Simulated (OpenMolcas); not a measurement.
**V²⁺ among point charges: CASSCF and CASPT2 levels and susceptibility**

How does a field of 8 point charges split the states of V²⁺, and what χT follows?

The numbers are computed with OpenMolcas 26.06 (state-averaged CASSCF and CASPT2, spin-orbit coupling by RASSI with atomic mean-field integrals), except any that are marked as measured or tabulated.

### Step 1. The system

| Property | Result |
| --- | --- |
| Species | V²⁺ (vanadium, Z = 23, 21 electrons) |
| Basis | ANO-RCC-VDZP [5s4p2d1f], 34 functions |
| Scalar Hamiltonian | DKH2, point nucleus |
| Inactive shells | 1s 2s 2p 3s 3p |
| Active space | 3 electrons in 5 orbitals (3d) |
| Some configurations of this space | 3d3 |
| Orbitals | optimised for each spin and parity, averaged over all roots |

Outer shells as boxes (Hund's rule):

3d3
```
3d [↑ ][↑ ][↑ ][  ][  ]
```

The ion sits among 8 point charges of -1.04 e arranged as a cube (Oh), 1.7 Å from the ion.

Each step is its own input file, run in one work folder so that later steps find the files of earlier ones. Labels, J, g values, rates, χT and fits are worked out afterwards by a script from the matrices that RASSI stores. The input lists half of the charges; inversion (Group=XYZ) makes the rest.

### Step 2. Basis and integrals

a.inp reads:

```
&GATEWAY
Coord
1

V 0.0 0.0 0.0
Basis=ANO-RCC-VDZP
Group=XYZ
NoMove
AngMom=0.0 0.0 0.0
AMFI
XField
4 Angstrom 0
0.981495 0.981495 0.981495 -1.040000
0.981495 0.981495 -0.981495 -1.040000
0.981495 -0.981495 0.981495 -1.040000
0.981495 -0.981495 -0.981495 -1.040000
&SEWARD
```

On the command line:

```sh
$ OMP_NUM_THREADS=1 MOLCAS_MEM=1689 MOLCAS_PROJECT=a pymolcas a.inp > a.log
```

### Step 3. Reference wave functions, quartets of even parity, 10 roots

a.inp reads:

```
&RASSCF
FileOrb=start.orb
Symmetry=1
Spin=4
nActEl=3 0 0
Inactive=3 6
Ras2=5 0
CIRoot=10 10 1
SDav=10
CIMx=300
Iter=120 100
PrWF=0.3
OrbListing=Nothing
MaxOrb=0
>>> COPY $Project.JobIph JOB001
```

start.orb holds the contracted functions of the basis, ordered by shell, or the orbitals of the step before.

### Step 4. CASSCF: doublets of even parity, 40 roots

a.inp reads:

```
&RASSCF
FileOrb=start.orb
Symmetry=1
Spin=2
nActEl=3 0 0
Inactive=3 6
Ras2=5 0
CIRoot=40 40 1
SDav=40
CIMx=300
Iter=120 100
PrWF=0.3
OrbListing=Nothing
MaxOrb=0
>>> COPY $Project.JobIph JOB002
```

### Step 5. State interaction with spin-orbit coupling

a.inp reads:

```
&RASSI
NrOfJobIphs=2 10 40
1 2 3 4 5 6 7 8 9 10
1 2 3 4 5 6 7 8 9 10 11 12 13 14 15 16 17 18 19 20 21 22 23 24 25 26 27
28 29 30 31 32 33 34 35 36 37 38 39 40
IphNames
JOB001
JOB002
EJob
SpinOrbit
DIPRint=1.0
SOCoupling=1000.0
Subsets=2
Property=9
'ANGMOM' 1 'ANGMOM' 2 'ANGMOM' 3 'MLTPL  1' 1 'MLTPL  1' 2 'MLTPL  1' 3
'AMFI' 1 'AMFI' 2 'AMFI' 3
SOProperty=3
'ANGMOM' 1 'ANGMOM' 2 'ANGMOM' 3
```

### Step 6. CASPT2: IPEA 0.25, imaginary shift 0.1 (closed shells correlated: 3s 3p)

a.inp reads:

```
>>> COPY JOB001 $Project.JobIph
&CASPT2
Multistate=10 1 2 3 4 5 6 7 8 9 10
NoMult
Frozen=2 3
IPEA=0.25
Imaginary=0.1
MaxIter=60
WThr=0.0 0.3 0.05
PrWF=0.5
NoMix
>>> COPY JOB002 $Project.JobIph
&CASPT2
Multistate=40 1 2 3 4 5 6 7 8 9 10 11 12 13 14 15 16 17 18 19 20 21 22
23 24 25 26 27 28 29 30 31 32 33 34 35 36 37 38 39 40
NoMult
Frozen=2 3
IPEA=0.25
Imaginary=0.1
MaxIter=60
WThr=0.0 0.3 0.05
PrWF=0.5
NoMix
```

(Steps that only read results are left out.)

Before running it: what results should come out? Wanted: spin-free ground state; first state of the same spin within the active space; lowest level; next level.

**Answer**, as computed:

```
                                            quantity                                                                        value
                                              method  SS-CASPT2, IPEA 0.25, imaginary shift 0.1 (closed shells correlated: 3s 3p)
                              spin-free ground state                                              4T1, 3-fold in its orbital part
first state of the same spin within the active space                                                             4T2 at 9570 cm⁻¹
                                        lowest level                                                                    4-fold Γ8
                                          next level                                                                    12.6 cm⁻¹
                                         χT at 300 K                                                               1.69 cm³ K/mol
                           effective moment at 300 K                                                                      3.68 μB
```

Cost by method:

```tsv
method	time of its own steps	time with the reference
A. CASSCF	12 s	12 s
B. SS-CASPT2, IPEA 0.25, imaginary shift 0.1, +3s 3p	4.2 s	16 s
```

Times are of one thread on a shared host.

In words: The spin-free ground state (4T1) comes to 97 % from free-ion F terms and keeps the highest spin of the shell. χT at 300 K is 1.69, against 1.88 cm³ K/mol for the spin alone, so spin-orbit coupling lowers it. A ligand-field fit to the states below 45000 cm-1 gives 10Dq = -11237 cm-1, B = 678 cm-1 and C = 2877 cm-1 (C/B = 4.25), with a deviation of 837 cm-1. CASPT2 does not keep the components of a term degenerate, and the means are used. The field of point charges can differ much from that of real complexes. This is an electrostatic model: the charges have no orbitals.
